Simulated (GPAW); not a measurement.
**GeSb4Te7 in GPAW: the effect of functional**

GeSb4Te7:

```
Te Sb Ge
1.0
     4.28930    0.00000    0.00000
    -2.14465    3.71464    0.00000
     0.00000    0.00000   24.63778
Te Sb Ge
7 4 1
Direct
  0.00000 0.00000 0.28102
  0.00000 0.00000 0.00000
  0.33333 0.66667 0.56861
  0.66667 0.33333 0.43139
  0.00000 0.00000 0.71898
  0.66667 0.33333 0.15027
  0.33333 0.66667 0.84973
  0.66667 0.33333 0.65025
  0.33333 0.66667 0.08110
  0.33333 0.66667 0.34975
  0.66667 0.33333 0.91890
  0.00000 0.00000 0.50000
```

The cell is a database's computed one.

Alike in all runs:

- Program: GPAW 26.7.0
- Task: dielectric tensor
- Cutoff: 500 eV
- Basis: pw
- k mesh: 4 × 4 × 1
- Occupations: fermi-dirac, width 0.001 eV
- Spin: no spin polarisation

Q: One run gave: dielectric constant 45.66 mean. Which functional did it use?
A. AM05
B. GLLB-SC
C. RPBE
D. PBEsol
E. LDA

A: B.

| functional | potentials or basis | dielectric constant (mean) |
| --- | --- | --- |
| LDA | the program's PAW data sets (release 1.2.1) made for this functional | 59.08 |
| AM05 | PAW data sets generated in the run's folder for this functional | 56.84 |
| PBEsol | PAW data sets generated in the run's folder for this functional | 58.90 |
| RPBE | the program's PAW data sets (release 1.2.1) made for this functional | 55.12 |
| GLLB-SC | the program's PAW data sets (release 1.2.1) made for this functional | 45.66 |

Caveats: all runs use coarse meshes; the long-wavelength limit can be off by a per cent or two; a model potential gives levels but no total energy (some runs); response on these states lacks terms of the Hamiltonian (some runs).

Runs at the PBE level aren't shown here.
